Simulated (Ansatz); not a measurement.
# AlNi3: the cost of one run

Method: DFT LDA, scalar-relativistic, plane waves, PAW, in Ansatz 0.2.0.

1 further run of the same task is left out (set aside as unsound or not needed).

## (1) The structure to begin with

It takes space group Fm-3m (No. 225, cubic). Conventional cell: a = 5.672 Å, b = 5.672 Å, c = 5.672 Å, α = 90.00°, β = 90.00°, γ = 90.00°. Al (site symmetry m-3m) has 8 Ni at 2.46 Å as nearest neighbours. Ni (site symmetry -43m) has 4 Al at 2.46 Å and 4 Ni at 2.46 Å as nearest neighbours. Around Ni (site symmetry m-3m) lie 8 Ni at 2.46 Å.

Structure file:

```cif
data_structure
_symmetry_space_group_name_H-M 'P 1'
_symmetry_Int_Tables_number 1
_cell_length_a 4.0110
_cell_length_b 4.0110
_cell_length_c 4.0110
_cell_angle_alpha 60.000
_cell_angle_beta 60.000
_cell_angle_gamma 60.000
_cell_volume 45.63
loop_
_atom_site_label
_atom_site_type_symbol
_atom_site_fract_x
_atom_site_fract_y
_atom_site_fract_z
_atom_site_occupancy
Al1 Al 0.50000 0.50000 0.50000 1
Ni1 Ni 0.25000 0.25000 0.25000 1
Ni2 Ni 0.00000 0.00000 0.00000 1
Ni3 Ni 0.75000 0.75000 0.75000 1
```

It goes back to an entry of the Materials Project, which need not be the stable form.

It is the result of an earlier relaxation at this level (volume 11.41 Å³/atom; gap on the mesh: none (metal)).

## (2) The cell under LDA

The input, input.yaml:

```yaml
crystal:
  lattice:
    - [0.0, 2.8361718561, 2.8361718561]
    - [2.8361718561, 0.0, 2.8361718561]
    - [2.8361718561, 2.8361718561, 0.0]
  atoms:
    - { symbol: Al, position: [0.5, 0.5, 0.5] }
    - { symbol: Ni, position: [0.25, 0.25, 0.25] }
    - { symbol: Ni, position: [0.0, 0.0, 0.0] }
    - { symbol: Ni, position: [0.75, 0.75, 0.75] }
basis:
  ecutwfc: 420
kpoints:
  mp_grid: { grid: [14, 14, 14] }
hamiltonian:
  xc: lda
scf:
  occupations: { method: gaussian, width: 0.1 }
output:
  forces: true
  stress: true
  eigenvalues: true
relax:
  adjacent_minimum: "off"
  f_tol: 0.005
  max_steps: 50
  cell: { stress_tol: 0.05 }
```

Q: Estimate wall time and peak memory on 1 thread of an x86-64 CPU, shared host.

About 25 s, with a peak of 0.47 GiB.
